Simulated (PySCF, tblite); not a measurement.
# C7H11BO: geometry, infrared bands and NMR shifts

Aim: predict the infrared bands and NMR shifts of C7H11BO (`B[C@@H]1[C@@H](C=C)C12COC2`).

Computed with tblite 0.8.0 and PySCF 2.14.0, with density-fitted response routines of our own, on a single molecule in the gas phase. Atoms are numbered from 0 throughout.

**1. The starting structure**

20 atoms, charge 0, multiplicity 1; geometry from: force field or distance geometry start.

Bonds of the start (Å): B0–C1 1.58, C1–C2 1.56, C2–C3 1.49, C3–C4 1.34, C2–C5 1.53, C5–C6 1.49, C6–O7 1.42, O7–C8 1.42, C5–C1 1.52, C8–C5 1.48, B0–H9 1.20, B0–H10 1.18, C1–H11 1.11, C2–H12 1.11, C3–H13 1.08, C4–H14 1.08, C4–H15 1.09, C6–H16 1.11, C6–H17 1.11, C8–H18 1.12, C8–H19 1.11.

**2. Optimising the geometry with GFN2-xTB**

What the job is given:

```
{"job": {"kind": "relax", "xc": "GFN2-xTB", "basis": "xTB"}, "charge": 0, "multiplicity": 1}
B     -1.513200     1.755200    -1.308400
C     -0.435600     1.334000    -0.238200
C      0.507400     0.159300    -0.629100
C      1.879200     0.310500    -0.060900
C      2.754700    -0.700600    -0.136900
C     -0.667800    -0.056500     0.331300
C     -0.414100    -0.694800     1.648200
O     -1.301600    -1.746900     1.309300
C     -1.575900    -1.186300     0.029400
H     -2.660400     1.855800    -0.989200
H     -1.197200     1.999000    -2.417700
H     -0.096600     2.041400     0.553200
H      0.376700    -0.172600    -1.676500
H      2.182500     1.220100     0.443900
H      2.484300    -1.621600    -0.632300
H      3.747500    -0.590700     0.288700
H      0.613800    -1.084400     1.814400
H     -0.814700    -0.101900     2.496800
H     -2.642500    -0.859300    -0.043100
H     -1.231700    -1.848900    -0.786100
```

The run is started by

```
$ OMP_NUM_THREADS=1 python probes_run.py task.json out
```

This one command runs all jobs of the session in turn.

**Question.** This job is followed by: GFN2-xTB harmonic vibrations, gas phase; GIAO PBE0/pcSseg-1 NMR shielding, non-relativistic, gas phase. What will the session give for the following? strongest single infrared mode (GFN2-xTB); zero-point energy (GFN2-xTB); ¹³C shifts against TMS (PBE0/pcSseg-1); ¹H shifts against TMS (PBE0/pcSseg-1, means over atoms taken as alike); ¹¹B shifts against BF3·OEt2 (PBE0/pcSseg-1); ¹⁷O shifts against H2O (PBE0/pcSseg-1).

As calculated:

```
                                                              quantity                                                           value
                             strongest single infrared mode (GFN2-xTB)                                           2676 cm⁻¹, 138 km/mol
                                          zero-point energy (GFN2-xTB)                                                  100.8 kcal/mol
                                ¹³C shifts against TMS (PBE0/pcSseg-1)                  146.4, 122.2, 82.4, 80.5, 47.3, 43.7, 42.5 ppm
¹H shifts against TMS (PBE0/pcSseg-1, means over atoms taken as alike)  7.35, 5.64, 5.44, 5.40, 5.15, 5.09, 5.03, 4.96, 2.34, 1.50 ppm
                           ¹¹B shifts against BF3·OEt2 (PBE0/pcSseg-1)                                                        82.4 ppm
                                ¹⁷O shifts against H2O (PBE0/pcSseg-1)                                                        17.5 ppm
```

**Reading.** Relaxing lowered the energy by 0.830 eV in 125 steps; the close pair that moved most is C2–C5, from 1.533 to 1.483 Å. No mode is imaginary among the 54: a minimum at this level. The strongest single mode, at 2676 cm⁻¹, moves mainly H9. GFN2-xTB is a fitted tight-binding method: band positions and strengths are rough. Its intensities can rank the bands wrongly. C3 (alkene CH) lies farthest downfield among carbon, at 146.4 ppm; the olefinic region. At PBE0/pcSseg-1: Shielding is most anisotropic at C3 (span 230 ppm, paramagnetic term -213 ppm).
